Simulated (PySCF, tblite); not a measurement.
# C4H11GeNO: geometry, infrared bands and NMR shifts

Wanted: the infrared bands and NMR shifts of C4H11GeNO (`[NH2][GeH2][C@@H]1CC[C@H]1O`), by calculation.

Programs: tblite 0.8.0 and PySCF 2.14.0, with density-fitted response routines of our own. Each step states its level of theory. These are calculated values for one molecule in the gas phase, unless marked as measured. Atoms are numbered from 0 throughout.

**1. The starting structure**

18 atoms, charge 0, multiplicity 1; geometry from: force field or distance geometry start.

Bonds of the start (Å): N0–Ge1 1.85, Ge1–C2 1.95, C2–C3 1.49, C3–C4 1.52, C4–C5 1.51, C5–O6 1.40, C5–C2 1.52, N0–H7 1.03, N0–H8 1.04, Ge1–H9 1.55, Ge1–H10 1.57, C2–H11 1.10, C3–H12 1.12, C3–H13 1.11, C4–H14 1.10, C4–H15 1.10, C5–H16 1.11, O6–H17 0.99.

**2. Optimising the geometry with GFN2-xTB**

The job: settings as JSON, then the geometry in Å.

```
{"job": {"kind": "relax", "xc": "GFN2-xTB", "basis": "xTB"}, "charge": 0, "multiplicity": 1}
N     -2.604000     0.693400    -0.023200
Ge    -1.640400    -0.884700    -0.000400
C      0.146500    -0.438100    -0.631900
C      1.278900    -1.187900    -0.031000
C      1.995500     0.142300     0.115400
C      0.627700     0.788600     0.120300
O      0.605400     1.973300    -0.634200
H     -3.622800     0.563400     0.097900
H     -2.194500     1.427800     0.581100
H     -2.273800    -1.951000    -0.938000
H     -1.480700    -1.459400     1.448200
H      0.189000    -0.323800    -1.724900
H      1.013600    -1.679800     0.940500
H      1.768500    -1.900300    -0.733800
H      2.581400     0.357500    -0.795600
H      2.581100     0.278000     1.039400
H      0.211900     0.911600     1.145700
H      0.807900     2.695600     0.013000
```

Started as:

```bash
OMP_NUM_THREADS=1 python probes_run.py task.json out
```

The driver reads the jobs from task.json and runs them one after another.

**Question.** This job is followed by: GFN2-xTB harmonic vibrations, gas phase; GIAO PBE0/pcSseg-1 NMR shielding, non-relativistic, gas phase. What will the session give for the following? strongest single infrared mode (GFN2-xTB); zero-point energy (GFN2-xTB); ¹³C shifts against TMS (PBE0/pcSseg-1); ¹H shifts against TMS (PBE0/pcSseg-1, means over atoms taken as alike); ¹⁵N shifts against NH3 (PBE0/pcSseg-1); ⁷³Ge shifts against GeMe4 (PBE0/pcSseg-1); ¹⁷O shifts against H2O (PBE0/pcSseg-1).

The runs gave:

| quantity | value |
| --- | --- |
| strongest single infrared mode (GFN2-xTB) | 1968 cm⁻¹, 485 km/mol |
| zero-point energy (GFN2-xTB) | 88.8 kcal/mol |
| ¹³C shifts against TMS (PBE0/pcSseg-1) | 74.8, 35.7, 31.7, 14.4 ppm |
| ¹H shifts against TMS (PBE0/pcSseg-1, means over atoms taken as alike) | 4.93, 4.61, 4.51, 2.45, 2.37, 2.10, 1.97, 1.57, 0.78, -0.38 ppm |
| ¹⁵N shifts against NH3 (PBE0/pcSseg-1) | -6.0 ppm |
| ⁷³Ge shifts against GeMe4 (PBE0/pcSseg-1) | -54 ppm |
| ¹⁷O shifts against H2O (PBE0/pcSseg-1) | 75.9 ppm |

In words: Over 134 steps the energy fell by 0.575 eV; of the close pairs, C2–C3 changed most, 1.485 to 1.539 Å. No mode is imaginary among the 48: a minimum at this level. The strongest single mode, at 1968 cm⁻¹, moves mainly H9. Unscaled tight-binding wavenumbers are off by several per cent, some by more. Its intensities can rank the bands wrongly. At PBE0/pcSseg-1: The widest tensor belongs to Ge1: span 213 ppm, with a paramagnetic part of -1370 ppm. Spin-orbit coupling is left out, which matters for shieldings and couplings at and beside the heavy atoms.
